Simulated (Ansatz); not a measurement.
What does this script print? It uses Ansatz 0.2.0 through its Python package.

Script `freq_ch4ose.py`:
```python
"""Harmonic frequencies of CH4OSe at its relaxed geometry."""

import itertools

import ansatz as az
from ase import Atoms
from ase.data import atomic_numbers, covalent_radii
from ase.thermochemistry import IdealGasThermo
import numpy as np


def main() -> None:
    geometry_ang = [
        ("O", (-1.1551, 0.4192, -0.7853)),
        ("C", (-0.1624, 0.3102, 0.1199)),
        ("Se", (1.1481, -0.9077, -0.6035)),
        ("H", (-1.6087, -0.3939, -0.8196)),
        ("H", (-0.5429, -0.0797, 1.0724)),
        ("H", (0.3147, 1.3169, 0.2946)),
        ("H", (2.0676, -0.7331, 0.6759)),
    ]
    mol = az.Crystal.molecule()
    for symbol, xyz in geometry_ang:
        mol = mol.atom(symbol, xyz)

    calculation = (
        mol.calculation()
        .basis(gaussian="def2-SVP")
        .functional("PBE0")
    )
    symbols = [site.symbol for site in mol.cartesian_sites]
    start = np.array([site.position_ang for site in mol.cartesian_sites], dtype=float)
    def progress(event):
        if event["event"] == "relax_step":
            row = event["data"]
            print(f"step {row['step']:3d}  E = {row['lagrangian_ev']:.6f} eV  largest force component {row['allowed_force_max_ev_ang']:.4f} eV/A")


    summary = calculation.relax(force_tolerance=0.003, max_steps=100).session().plan().execute(on_event=progress).report
    end = np.array(summary["positions_ang"])

    # pairs closer than 1.2 times the sum of covalent radii, before or after
    radius = [covalent_radii[atomic_numbers[s]] for s in symbols]
    span = lambda where, i, j: np.linalg.norm(where[i] - where[j])
    bonded = [(i, j) for i, j in itertools.combinations(range(len(symbols)), 2) if min(span(start, i, j), span(end, i, j)) < 1.2 * (radius[i] + radius[j])]
    print("pair        before    after (A)")
    for i, j in bonded:
        print(f"{symbols[i]}{i}-{symbols[j]}{j}".ljust(10), f"{span(start, i, j):8.4f} {span(end, i, j):8.4f}")

    # same settings at the minimum
    minimum = az.Crystal.molecule()
    for symbol, place in zip(symbols, end):
        minimum = minimum.atom(symbol, place.tolist())
    vibrating = minimum.calculation()
    vibrating = vibrating.basis(gaussian="def2-SVP")
    vibrating = vibrating.functional("PBE0")
    vibrating = vibrating.phonons(temperatures=(298.15, 498.15, 100))
    vib = vibrating.run(threads=1).report["vibrations"]
    sums = vib["harmonic_sums"]
    modes = [m["omega_inv_cm"] for m in sums["modes_at_gamma"] if m["rigid_motion"] == "no"]
    for number, w in enumerate(modes, start=1):
        print(f"mode {number:2d} {w:9.1f} 1/cm {w / 8065.544 * 1000:8.2f} meV")
    print("imaginary modes:", sum(w < 0 for w in modes), " zero-point energy:", round(sums["zero_point_energy_ev"], 4), "eV")
    # rigid rotor and ideal gas, symmetry number taken as one
    gas = IdealGasThermo(vib_energies=[w / 8065.544 for w in modes if w > 0], geometry="linear" if len(modes) == 3 * len(symbols) - 5 else "nonlinear",
                         atoms=Atoms(symbols, positions=end), symmetrynumber=1, spin=0.0)
    print(f"H(298 K) - E = {gas.get_enthalpy(298.15, verbose=False):.4f} eV")
    print(f"S(298 K, 1 bar) = {96485.33 * gas.get_entropy(298.15, 1e5, verbose=False):.1f} J/(mol K) with symmetry number 1")

    # all hydrogen replaced by deuterium
    heavier = vibrating.phonons(masses={"H": 2.014102}).run(threads=1).report["vibrations"]["harmonic_sums"]
    print("deuterated (1/cm):", " ".join(f"{m['omega_inv_cm']:.0f}" for m in heavier["modes_at_gamma"] if m["rigid_motion"] == "no"))
    print("zero-point energy falls by", round(sums["zero_point_energy_ev"] - heavier["zero_point_energy_ev"], 4), "eV")


if __name__ == "__main__":
    main()
```

Running `python freq_ch4ose.py` prints:
```text
step   1  E = -68476.489173 eV  largest force component 2.0219 eV/A
step   2  E = -68476.714377 eV  largest force component 0.8895 eV/A
step   3  E = -68476.754079 eV  largest force component 0.1286 eV/A
step   4  E = -68476.759293 eV  largest force component 0.0606 eV/A
step   5  E = -68476.767881 eV  largest force component 0.2562 eV/A
step   6  E = -68476.789815 eV  largest force component 0.1882 eV/A
step   7  E = -68476.800092 eV  largest force component 0.2367 eV/A
step   8  E = -68476.808022 eV  largest force component 0.3017 eV/A
step   9  E = -68476.823167 eV  largest force component 0.2865 eV/A
step  10  E = -68476.834059 eV  largest force component 0.2500 eV/A
step  11  E = -68476.822196 eV  largest force component 0.6628 eV/A
step  12  E = -68476.817156 eV  largest force component 0.5862 eV/A
step  13  E = -68476.839335 eV  largest force component 0.0500 eV/A
step  14  E = -68476.841184 eV  largest force component 0.1203 eV/A
step  15  E = -68476.840935 eV  largest force component 0.1139 eV/A
step  16  E = -68476.842557 eV  largest force component 0.0286 eV/A
step  17  E = -68476.842842 eV  largest force component 0.0042 eV/A
step  18  E = -68476.842695 eV  largest force component 0.0373 eV/A
step  19  E = -68476.842862 eV  largest force component 0.0029 eV/A
step  20  E = -68476.842866 eV  largest force component 0.0048 eV/A
step  21  E = -68476.842866 eV  largest force component 0.0033 eV/A
step  22  E = -68476.842868 eV  largest force component 0.0005 eV/A
pair        before    after (A)
O0-C1        1.3479   1.3787
O0-H3        0.9317   0.9634
C1-Se2       1.9298   1.9783
C1-H4        1.0973   1.1040
C1-H5        1.1276   1.0987
Se2-H6       1.5852   1.4718
mode  1     173.0 1/cm    21.45 meV
mode  2     286.0 1/cm    35.46 meV
mode  3     381.5 1/cm    47.30 meV
mode  4     583.6 1/cm    72.35 meV
mode  5     719.2 1/cm    89.17 meV
mode  6     947.4 1/cm   117.46 meV
mode  7    1145.9 1/cm   142.07 meV
mode  8    1196.8 1/cm   148.38 meV
mode  9    1294.4 1/cm   160.48 meV
mode 10    1383.4 1/cm   171.52 meV
mode 11    1471.0 1/cm   182.39 meV
mode 12    2446.6 1/cm   303.34 meV
mode 13    3060.0 1/cm   379.39 meV
mode 14    3164.1 1/cm   392.30 meV
mode 15    3876.4 1/cm   480.61 meV
imaginary modes: 0  zero-point energy: 1.3718 eV
H(298 K) - E = 1.5223 eV
S(298 K, 1 bar) = 293.7 J/(mol K) with symmetry number 1
deuterated (1/cm): 125 229 341 489 567 729 851 987 1028 1067 1186 1742 2229 2349 2822
zero-point energy falls by 0.334 eV
```

Notes:
- These settings explore the input space; basis and method may be short of convergence.
- The frequencies are harmonic and unscaled, in a modest basis.
- The result belongs to the one conformer reached from this start, and soft torsions count as harmonic oscillators.
- The entropy takes a symmetry number of 1; a symmetric molecule's is lower by R ln(sigma).
- Run time: 4 min on 1 thread of Arm Neoverse V1, on a shared host, peak memory 0.28 GiB.
